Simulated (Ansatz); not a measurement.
I need a ladder of methods at one geometry of C2H7GeNSi, SMILES N[SiH2]C#[C][GeH3]. Use the Python package of Ansatz (0.2.0). Settings (for the species named): LC-wPBE, def2-SVP basis, multiplicity 1. The script varies functional: lc_wpbe, lda, pbe0, hse06, pbe, cam_b3lyp.

```yaml
atoms:
  - { symbol: N, position_ang: [-2.5972, 1.2999, 0.2300] }
  - { symbol: Si, position_ang: [-2.0095, -0.3618, -0.0782] }
  - { symbol: C, position_ang: [-0.1939, -0.3772, -0.0717] }
  - { symbol: C, position_ang: [1.0109, -0.3860, -0.0670] }
  - { symbol: Ge, position_ang: [2.9041, -0.3992, -0.0597] }
  - { symbol: H, position_ang: [-2.1785, 1.9105, -0.5067] }
  - { symbol: H, position_ang: [-2.1870, 1.6017, 1.1419] }
  - { symbol: H, position_ang: [-2.5094, -1.2609, 0.9723] }
  - { symbol: H, position_ang: [-2.4971, -0.8188, -1.3879] }
  - { symbol: H, position_ang: [3.4147, -0.2380, 1.3949] }
  - { symbol: H, position_ang: [3.4122, -1.7431, -0.6413] }
  - { symbol: H, position_ang: [3.4307, 0.7728, -0.9266] }
```

The script, `methods_c2h7gensi.py`:
```python
"""C2H7GeNSi at several levels of theory."""

from pathlib import Path

import ansatz as az
import numpy as np


def main() -> None:
    geometry_ang = [
        ("N", [-2.5972, 1.2999, 0.23]),
        ("Si", [-2.0095, -0.3618, -0.0782]),
        ("C", [-0.1939, -0.3772, -0.0717]),
        ("C", [1.0109, -0.386, -0.067]),
        ("Ge", [2.9041, -0.3992, -0.0597]),
        ("H", [-2.1785, 1.9105, -0.5067]),
        ("H", [-2.187, 1.6017, 1.1419]),
        ("H", [-2.5094, -1.2609, 0.9723]),
        ("H", [-2.4971, -0.8188, -1.3879]),
        ("H", [3.4147, -0.238, 1.3949]),
        ("H", [3.4122, -1.7431, -0.6413]),
        ("H", [3.4307, 0.7728, -0.9266]),
    ]
    system = az.Crystal.molecule()
    for symbol, xyz in geometry_ang:
        system = system.atom(symbol, xyz)

    base = system.calculation().basis(gaussian="def2-SVP")

    print("functional    E (Ha)        dipole (D)   HOMO (eV)  LUMO (eV)")
    for name in ["lc_wpbe", "lda", "pbe0", "hse06", "pbe", "cam_b3lyp"]:
        report = base.functional(name).forces().orbitals().run(runs_dir="runs").report
        lines = Path(report["orbitals_path"]).read_text().splitlines()
        field_of = lambda key: [line.split("=")[1].strip() for line in lines if line.startswith(key)]
        orbitals = [(27.211386 * float(e), s, float(n)) for e, s, n in zip(field_of("Ene="), field_of("Spin="), field_of("Occup="))]
        homo = max(e for e, _, n in orbitals if n > 0.5)
        lumo = min(e for e, _, n in orbitals if n < 0.5)
        dipole = 4.803205 * np.linalg.norm(report["charge_distribution"]["dipole_moment_e_ang"])
        print(f"{name:10s} {report['free_energy_ev'] / 27.211386246:14.6f} {dipole:9.3f} {homo:11.3f} {lumo:10.3f}")


if __name__ == "__main__":
    main()
```

```console
$ python methods_c2h7gensi.py
functional    E (Ha)        dipole (D)   HOMO (eV)  LUMO (eV)
lc_wpbe      -2500.714410     1.735     -10.309      1.741
lda          -2495.631876     1.646      -6.123     -1.520
pbe0         -2500.624481     1.643      -7.505     -0.488
hse06        -2500.611022     1.638      -7.103     -0.865
pbe          -2500.524512     1.541      -6.031     -1.326
cam_b3lyp    -2501.222799     1.671      -8.837      0.667
```

Caveats:
- Total energies depend on the basis set; only differences at equal settings carry meaning.
- The geometry is a force-field or estimated start, not a minimum of this method, and the basis set is short of its limit. A lower total doesn't mark the better method: functionals have no common bound, and MP2 and coupled cluster aren't variational.
- Levels such as HOMO and LUMO are orbital energies: with these approximate functionals they aren't the ionisation energy and electron affinity, and their gap isn't the fundamental gap.
- hse06 follows the composition of plane-wave codes, whose totals differ by tens of mHa, up to about 0.1 Ha, from the form usual in Gaussian-basis programs (wpbeh).
- Finished in 38 s on 1 thread of Arm Neoverse V1, with other jobs on the host, peak memory 0.43 GiB.
